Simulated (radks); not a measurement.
# Ionising xenon step by step, Xe to Xe¹¹⁺

One table from this session's results is given with a row withheld; the runs are named, their logs left out.

Method: scalar-relativistic Kohn-Sham, BLYP, spin-polarised, spherical densities, point nucleus; open shells are filled with parallel spins first. Code: radks (a radial shooting solver on a logarithmic mesh, Libxc functionals) version 1.

## Starting point

* element: xenon (Z = 54)
* charges: 0 to 11
* first configuration: [Xe]
* last configuration: [Kr] 4d7

The outer shells:

Xe
```
[Kr] core
4d [↑↓][↑↓][↑↓][↑↓][↑↓]
5s [↑↓]
5p [↑↓][↑↓][↑↓]
```

Xe¹¹⁺
```
[Kr] core
4d [↑↓][↑↓][↑ ][↑ ][↑ ]
```

The first run:

Input:

```text
Z 54
configuration [Xe]
relativity scalar-relativistic
functional b88,lyp
spin polarised
nucleus point
c 137.035999084
```

Among the steps run: Xe, [Xe]; Xe⁺, [Kr] 4d10 5s2 5p5; Xe²⁺, [Kr] 4d10 5s2 5p4; Xe³⁺, [Kr] 4d10 5s2 5p3; Xe⁴⁺, [Kr] 4d10 5s2 5p2; Xe⁵⁺, [Kr] 4d10 5s2 5p1; Xe⁶⁺, [Kr] 4d10 5s2; Xe⁷⁺, [Kr] 4d10 5s1; Xe⁸⁺, [Kr] 4d10; Xe⁹⁺, [Kr] 4d9; Xe¹⁰⁺, [Kr] 4d8; Xe¹¹⁺, [Kr] 4d7.

One of the session's tables, all rows but one given; the rest of the session is left out.

| species | Δ-SCF (eV) | −ε(HOMO) (eV) |
| --- | --- | --- |
| Xe | 12.192 | 8.053 |
| Xe⁺ | 21.007 | 16.482 |
| Xe²⁺ | 30.481 | 25.652 |
| Xe³⁺ | 43.084 | 37.737 |
| Xe⁴⁺ | 54.078 | 48.530 |
| Xe⁵⁺ | 65.384 | 59.710 |
| Xe⁶⁺ | ? | ? |
| Xe⁷⁺ | 107.36 | 100.65 |
| Xe⁸⁺ | 179.60 | 167.60 |
| Xe⁹⁺ | 204.16 | 191.81 |
| Xe¹⁰⁺ | 229.42 | 216.74 |

**Question.** Estimate the row for Xe⁶⁺.

As computed: Δ-SCF (eV): 92.763; −ε(HOMO) (eV): 86.319. In the column «Δ-SCF (eV)» it lies between Xe⁵⁺ (65.384) and Xe⁷⁺ (107.36).

There the highest level belongs to another shell. Minus the highest eigenvalue gives 66 to 94 % of the Δ-SCF value along the ladder. Open shells are spherical and high-spin; term and fine-structure splittings are not resolved. Spin-orbit splitting is averaged out at the scalar-relativistic level.
